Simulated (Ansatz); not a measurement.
# CoF4: the cost of one run

Program: Ansatz 0.2.0. Level of theory: DFT unrestricted B3LYP, scalar-relativistic (X2C), Gaussian basis x2c-TZVPPall, and further levels as typed in the inputs. These are calculated values, not measurements.

### Step 1. Starting point

Bond lengths: Co1–F2 1.726 Å, Co1–F3 1.742 Å, Co1–F4 1.736 Å, Co1–F5 1.720 Å. Angles: F2–Co1–F3 108.6°, F2–Co1–F4 109.2°, F2–Co1–F5 109.8°, F3–Co1–F4 109.1°, F3–Co1–F5 109.9°, F4–Co1–F5 110.3°.

As a file:

```xyz
5

Co    0.0024   -0.0075   -0.0156
F     1.4073   -0.0035    0.9869
F    -1.4090    0.0098    1.0045
F     0.0045    1.4194   -1.0048
F    -0.0071   -1.4162   -1.0020
```

### Step 2. Relaxing the atoms: CoF4

The input, input.yaml:

```yaml
relax:
  f_tol: 0.001
  max_steps: 200
crystal:
  periodic: [false, false, false]
  atoms:
    - { symbol: Co, position_ang: [0.002438, -0.007473, -0.015612] }
    - { symbol: F, position_ang: [1.407275, -0.003521, 0.986879] }
    - { symbol: F, position_ang: [-1.409025, 0.0098, 1.004473] }
    - { symbol: F, position_ang: [0.004508, 1.419442, -1.004799] }
    - { symbol: F, position_ang: [-0.007058, -1.416161, -1.002015] }
magnetization:
  spin_polarized: true
  initial_magnetization: 5
basis:
  gaussian: { orbitals: x2c-TZVPPall }
hamiltonian:
  xc: { name: B3LYP }
output:
  orbitals: {}
```

Run with:

```sh
> ansatz run input.yaml --threads 4 --pin off --max-ram 8192MiB --backend cpu --events-out ev --progress --plain --runs-dir out
```

Q: Estimate wall time and peak memory on 4 threads of Arm Neoverse V2, shared host.

About 20 s, with a peak of 0.62 GiB.
